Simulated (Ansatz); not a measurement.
Predict the output of the script below (the Python package of Ansatz (0.2.0)).

`ch5osb_ip.py`:
```python
'''Removing and adding an electron on CH5OSb at fixed geometry.'''

import logging
import sys

import ansatz as az

logging.basicConfig(stream=sys.stdout, format='%(name)s: %(message)s')
logger = logging.getLogger('ch5osb')
logger.setLevel(logging.INFO)


def total_energy(molecule, charge=0, unpaired=0):
    calc = (
        molecule.calculation()
        .basis(gaussian='def2-SVPD')
        .functional('cam_b3lyp')
    )
    if charge:
        calc = calc.charge(charge)
    if unpaired:
        calc = calc.spin('collinear', total=unpaired)
    report = calc.run(threads=1).report
    if report['published_state_doubts']:
        print('  doubts:', report['published_state_doubts'])
    return report['free_energy_ev']

GEOMETRY = '''
O    -1.23390    0.90430   -0.60080
C    -0.07910    0.73330    0.05960
Sb    0.91410   -0.98560   -0.78110
H    -1.78050    0.17760   -0.40520
H    -0.25750    0.57330    1.12840
H     0.57310    1.64310   -0.06720
H    -0.14840   -2.08800    0.02630
H     2.10430   -1.01530    0.58430
'''

molecule = az.Crystal.molecule()
for line in GEOMETRY.strip().splitlines():
    symbol, *xyz = line.split()
    molecule = molecule.atom(symbol, [float(v) for v in xyz])

# delta-SCF style differences, no relaxation
parent = total_energy(molecule, 0, 0)
cation = total_energy(molecule, 1, 1)
logger.info(f'E(N)   = {parent:.5f} eV')
logger.info(f'E(N-1) = {cation:.5f} eV  (1 unpaired)')
logger.info(f'vertical ionisation energy {cation - parent:.3f} eV')
anion = total_energy(molecule, -1, 1)
logger.info(f'E(N+1) = {anion:.5f} eV  (1 unpaired)')
logger.info(f'vertical electron affinity {parent - anion:.3f} eV' + ('' if anion < parent else ' (unbound in this basis)'))
logger.info(f'fundamental gap IP - EA = {cation + anion - 2 * parent:.3f} eV')
```

```console
$ python ch5osb_ip.py
ch5osb: E(N)   = -9697.99731 eV
ch5osb: E(N-1) = -9688.97243 eV  (1 unpaired)
ch5osb: vertical ionisation energy 9.025 eV
ch5osb: E(N+1) = -9697.07355 eV  (1 unpaired)
ch5osb: vertical electron affinity -0.924 eV (unbound in this basis)
ch5osb: fundamental gap IP - EA = 9.949 eV
```

At this unrelaxed geometry removing an electron costs 9.02 eV and an added one is unbound in this basis (by 0.92 eV).

What to keep in mind:
- Total energies depend on the basis set; only differences at equal settings carry meaning.
- The geometry is a force-field or estimated start, not a minimum of this method, and the basis set is short of its limit. All parts are taken at fixed geometry, without zero-point energy. At an unrelaxed start these energies can be a whole eV from those at the minimum, and a small affinity can change sign.
- def2 sets replace the cores of elements past krypton by effective core potentials.
- A negative electron affinity means that the anion is unbound here; its size hangs on the basis and tends to about zero as the basis grows, and so does its part in any gap built on it.
- Run time: 12 s on 1 thread of AMD EPYC 9R45 96-Core Processor (Zen 5), with other jobs on the host, peak memory 0.42 GiB.
